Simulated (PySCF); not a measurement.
**The bond of HfF+, level by level**

Aim: find the lowest electronic state of HfF+, scan its bond at several levels of theory, and get bond length, wavenumber and dissociation energy from each curve.

Method: Hf def2-TZVPPD with ECP60, F def2-TZVPPD, scalar-relativistic core potentials; program: PySCF 2.14.0.

### 1 Set-up

Settings of the job:

- atoms: Hf, F
- charge: 1
- basis: Hf def2-TZVPPD with ECP60, F def2-TZVPPD
- Hamiltonian: scalar-relativistic core potentials
- basis functions: 99
- electrons treated: 20
- masses in u: 179.9465, 18.9984
- levels: PBE0, PBE, r²SCAN, TPSSh, B3LYP, BHandHLYP, BP86, LDA, CAM-B3LYP, HF, MP2, SCS-MP2, CCSD, CCSD(T)
- grid: 80 radial by 434 angular points
- occupations: held fixed by the projection of orbital angular momentum
- dissociation limit: Hf+ + F, each in its ground configuration
- starting distance in angstrom: 2.115
- values of 2S to try: 0, 2, 4

Run with:

```bash
$ OMP_NUM_THREADS=2 python dia.py task.json out
```

Further steps of the session: The PBE0 curve of the state that the search chose; Higher solutions at PBE0; PBE (GGA); r²SCAN (meta-GGA); TPSSh (hybrid meta-GGA); B3LYP (global hybrid GGA); BHandHLYP (global hybrid GGA); BP86 (GGA); LDA (local density); CAM-B3LYP (range-separated hybrid); UHF (mean field); Correlated methods on the Hartree–Fock reference.

**Question.** What will these runs give? Wanted: for each run, Re; ωe; De; μ.

The runs gave:

Lowest PBE0 solution found, without spin–orbit coupling: ³Δ (triplet), unpaired electrons σ ↑, δ ↑. State 2 has its PBE0 minimum 0.27 eV higher. State 3 has its PBE0 minimum 0.69 eV higher, as a spin-mixed determinant (⟨S²⟩ = 1.00), so this is no gap between pure states. State 4 has its PBE0 minimum 1.09 eV higher. The other levels ran on the lowest alone.

| level | Re (Å) | ωe (cm⁻¹) | De (eV) | μ (D) |
| --- | --- | --- | --- | --- |
| UHF | 1.831 | 747 | 4.63 | -4.53 |
| UHF-MP2 | 1.822 | 752 | 6.63 | n/a |
| UHF-SCS-MP2 | 1.827 | 745 | 6.33 | n/a |
| UHF-CCSD | 1.825 | 751 | 5.98 | n/a |
| UHF-CCSD(T) | 1.827 | 746 | 6.11 | n/a |
| LDA | 1.804 | 766 | 7.60 | -3.27 |
| PBE | 1.825 | 733 | 6.73 | -3.44 |
| BP86 | 1.826 | 734 | 6.65 | -3.43 |
| r²SCAN | 1.820 | 749 | 6.61 | -3.71 |
| TPSSh | 1.824 | 745 | 6.44 | -3.76 |
| B3LYP | 1.827 | 739 | 6.24 | -3.77 |
| PBE0 | 1.814 | 754 | 6.36 | -3.78 |
| BHandHLYP | 1.820 | 755 | 5.80 | -4.12 |
| CAM-B3LYP | 1.822 | 749 | 6.30 | -3.89 |

De is counted to Hf+ + F in their ground configurations. A positive dipole points from Hf to F; in an ion it is taken about the centre of mass and does not tell which atom is negative.

Differences from CCSD(T) in the same basis:

| level | Re (mÅ) | ωe (%) |
| --- | --- | --- |
| UHF | +4 | +0.1 |
| UHF-MP2 | -5 | +0.7 |
| UHF-SCS-MP2 | 0 | -0.2 |
| UHF-CCSD | -2 | +0.6 |
| LDA | -24 | +2.7 |
| PBE | -3 | -1.8 |
| BP86 | -2 | -1.7 |
| r²SCAN | -8 | +0.4 |
| TPSSh | -4 | -0.2 |
| B3LYP | -1 | -0.9 |
| PBE0 | -13 | +1.1 |
| BHandHLYP | -8 | +1.2 |
| CAM-B3LYP | -5 | +0.4 |

What this shows: Judged by CCSD(T) in the same basis: best bond length UHF-SCS-MP2 (0 mÅ), worst LDA (-24 mÅ); best wavenumber UHF (+0.1 %), worst LDA (+2.7 %). Of the levels with a De here, UHF gives the least (4.63 eV) and LDA the most (7.60 eV).

Correlated steps freeze 1 core orbital. Spin–orbit coupling is left out, which matters for elements this heavy, above all for dissociation energies. The state is the lowest single determinant that the PBE0 search found; with open d or f shells the true ground state can be another one. With spin–orbit coupling the term label itself may not hold.
